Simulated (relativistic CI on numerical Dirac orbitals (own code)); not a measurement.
# Ta²⁺: one ion under different settings

How much do the settings matter for Ta²⁺? One ion, several inputs.

Method: Dirac-Coulomb-Breit CI, KLI orbitals optimised for each configuration, model QED (radiative potential, 1s self-energy scaled to tabulated hydrogen-like ionisation energies), numerical settings as typed. Code: relativistic CI on numerical Dirac orbitals (own code) version 3.

**1. The atom as given**

| Property | Result |
| --- | --- |
| ion | Ta²⁺ (Ta III) |
| nuclear charge | 73 |
| electrons | 71 |
| isotope | A = 181 |

**2. Usual settings**

Settings of the run:

```ini
atom Ta  Z=73  charge=2  electrons=71
nucleus A=181  rms_radius_fm=5.3507
hamiltonian dirac-coulomb  breit=on  qed=on  c_scale=1
orbitals kli  potential=per-configuration
slater_scale 1
correlation none
mixing on
grid step=0.0125 r_max=86.5
scf mixing=0.4 start=green max_iterations=150 tolerance=2e-08 node_fill=0.05
configurations
  [Xe] 4f14 5d3
  [Xe] 4f14 5d 6s2
end
```

On the command line:

```sh
python run_levels.py task.json out
```

One command runs all members of the session, one after another, from task.json.

**3. Tolerance 1e-10, QED terms off**

Settings of the run:

```ini
atom Ta  Z=73  charge=2  electrons=71
nucleus A=181  rms_radius_fm=5.3507
hamiltonian dirac-coulomb  breit=on  qed=off  c_scale=1
orbitals kli  potential=per-configuration
slater_scale 1
correlation none
mixing on
grid step=0.0125 r_max=86.5
scf mixing=0.4 start=green max_iterations=150 tolerance=1e-10 node_fill=0.05
configurations
  [Xe] 4f14 5d3
  [Xe] 4f14 5d 6s2
end
```

**4. Nuclear radius 6.9559, node fill 0.5, Breit term off**

Settings of the run:

```ini
atom Ta  Z=73  charge=2  electrons=71
nucleus A=181  rms_radius_fm=6.9559
hamiltonian dirac-coulomb  breit=off  qed=on  c_scale=1
orbitals kli  potential=per-configuration
slater_scale 1
correlation none
mixing on
grid step=0.0125 r_max=86.5
scf mixing=0.4 start=green max_iterations=150 tolerance=2e-08 node_fill=0.5
configurations
  [Xe] 4f14 5d3
  [Xe] 4f14 5d 6s2
end
```

**5. Breit term off**

Settings of the run:

```ini
atom Ta  Z=73  charge=2  electrons=71
nucleus A=181  rms_radius_fm=5.3507
hamiltonian dirac-coulomb  breit=off  qed=on  c_scale=1
orbitals kli  potential=per-configuration
slater_scale 1
correlation none
mixing on
grid step=0.0125 r_max=86.5
scf mixing=0.4 start=green max_iterations=150 tolerance=2e-08 node_fill=0.05
configurations
  [Xe] 4f14 5d3
  [Xe] 4f14 5d 6s2
end
```

**6. Nuclear radius 4.8156, grid step 0.04**

Settings of the run:

```ini
atom Ta  Z=73  charge=2  electrons=71
nucleus A=181  rms_radius_fm=4.8156
hamiltonian dirac-coulomb  breit=on  qed=on  c_scale=1
orbitals kli  potential=per-configuration
slater_scale 1
correlation none
mixing on
grid step=0.04 r_max=86.5
scf mixing=0.4 start=green max_iterations=150 tolerance=2e-08 node_fill=0.05
configurations
  [Xe] 4f14 5d3
  [Xe] 4f14 5d 6s2
end
```

**7. Tolerance 0.3**

Settings of the run:

```ini
atom Ta  Z=73  charge=2  electrons=71
nucleus A=181  rms_radius_fm=5.3507
hamiltonian dirac-coulomb  breit=on  qed=on  c_scale=1
orbitals kli  potential=per-configuration
slater_scale 1
correlation none
mixing on
grid step=0.0125 r_max=86.5
scf mixing=0.4 start=green max_iterations=72 tolerance=0.3 node_fill=0.05
configurations
  [Xe] 4f14 5d3
  [Xe] 4f14 5d 6s2
end
```

(Steps that only read results are left out.)

Q: Predict the outcome of this session. Wanted: lowest level, usual settings; total energy; first excitation.

As calculated:

| setting | total energy less usual (Ha) | largest shift of a level among the lowest eight of both runs, same label and place (cm⁻¹) | SCF iterations | time | lowest level | kind of change |
| --- | --- | --- | --- | --- | --- | --- |
| usual | 0 | 0 | 27 | 0.19 s | 5d3 4F3/2 | - |
| tolerance 1e-10, QED terms off | -11.1 | 18.6 | 32 | 0.22 s | 5d3 4F3/2 | model term |
| nuclear radius 6.9559, node fill 0.5, Breit term off | -15 | 936 | 32 | 0.29 s | 5d3 4F3/2 | unphysical constant |
| Breit term off | -16.4 | 203 | 27 | 0.22 s | 5d3 4F3/2 | model term |
| nuclear radius 4.8156, grid step 0.04 | -0.362 | 0.184 | 26 | 0.068 s | 5d3 4F3/2 | unphysical constant |
| tolerance 0.3 | 0.544 | 535 | 6 | 0.11 s | 5d3 4F3/2 | unsound |

```
                    quantity           value
lowest level, usual settings       5d3 4F3/2
                total energy  -15588.3846 Ha
            first excitation     1767.6 cm⁻¹
```

What this shows: Among the runs whose levels can be followed, they move most under «nuclear radius 6.9559, node fill 0.5, Breit term off» (unphysical constant), by up to 936 cm⁻¹. Only the listed configurations are in the model. Near neutrality, missing correlation can shift configurations against each other by thousands of cm⁻¹.
